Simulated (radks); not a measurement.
**Nuclear size and the levels of Nb⁺**

Aim: how the total energy, the levels and the density at the nucleus of Nb⁺ respond when the nuclear radius is scaled.

Program: radks (a radial shooting solver on a logarithmic mesh, Libxc functionals) version 1. Level of theory: Dirac Kohn-Sham, exchange-only LDA, spin-unpolarised, spherical densities, finite nucleus; open shells are shared between the two j in proportion to 2j + 1. These are calculated values, not measurements, unless marked.

## 1. What is computed

```
element            : niobium (Z = 41)
charge             : +1
electrons          : 40
configuration      : [Kr] 4d4
nuclear rms radius : 4.324 fm
```

The outer shells:

Nb⁺
```
[Kr] core
4d [↑ ][↑ ][↑ ][↑ ][  ]
```

## 2. rms radius 4.324 fm

Input:

```text
Z 41
configuration [Kr] 4d4 5s0 5p0
relativity Dirac
functional lda,
spin unpolarised
j_filling average
nucleus finite rms 4.324 fm
c 137.035999084
```

Started as:

```
$ python run_ks.py task.json out
```

All runs below come from this command, one after another.

## 3. rms radius 3.8743 fm

Changes since step 2:

```diff
@@ -6,3 +6,3 @@
 j_filling average
-nucleus finite rms 4.324 fm
+nucleus finite rms 3.8743 fm
 c 137.035999084
```

## 4. rms radius 3.9565 fm

Changes since step 3:

```diff
@@ -6,3 +6,3 @@
 j_filling average
-nucleus finite rms 3.8743 fm
+nucleus finite rms 3.9565 fm
 c 137.035999084
```

## 5. rms radius 4.7261 fm

Changes since step 4:

```diff
@@ -6,3 +6,3 @@
 j_filling average
-nucleus finite rms 3.9565 fm
+nucleus finite rms 4.7261 fm
 c 137.035999084
```

## 6. rms radius 5.4007 fm

Changes since step 5:

```diff
@@ -6,3 +6,3 @@
 j_filling average
-nucleus finite rms 4.7261 fm
+nucleus finite rms 5.4007 fm
 c 137.035999084
```

What does the calculation give? Wanted: for each run, rms radius; total energy shift; density at nucleus; 1s1/2 shift; 2s1/2 shift; 3p1/2 shift; 4s1/2 shift; 5s1/2 shift.

**Answer**, as computed:

| rms radius (fm) | total energy shift (eV) | density at nucleus (e/bohr³) | 1s1/2 shift (meV) | 2s1/2 shift (meV) | 3p1/2 shift (meV) | 4s1/2 shift (meV) | 5s1/2 shift (meV) |
| --- | --- | --- | --- | --- | --- | --- | --- |
| 3.8743 | -0.249 | 8.305e+04 | -105 | -11.2 | 0.144 | -0.318 | -0.0355 |
| 3.9565 | -0.205 | 8.287e+04 | -86.8 | -9.21 | 0.119 | -0.263 | -0.0293 |
| 4.324 | 0 | 8.211e+04 | 0 | 0 | 0 | 0 | 0 |
| 4.7261 | 0.243 | 8.137e+04 | 103 | 10.9 | -0.141 | 0.311 | 0.0347 |
| 5.4007 | 0.694 | 8.025e+04 | 294 | 31.2 | -0.403 | 0.889 | 0.0991 |

Shifts are against the first run. Over the range the 1s1/2 level moves by 0.399 eV and the 5s1/2 level by 0.135 meV. A larger nucleus binds the 1s electrons less and lowers the density at its centre. These are shifts of eigenvalues, not the field shifts of spectral lines.
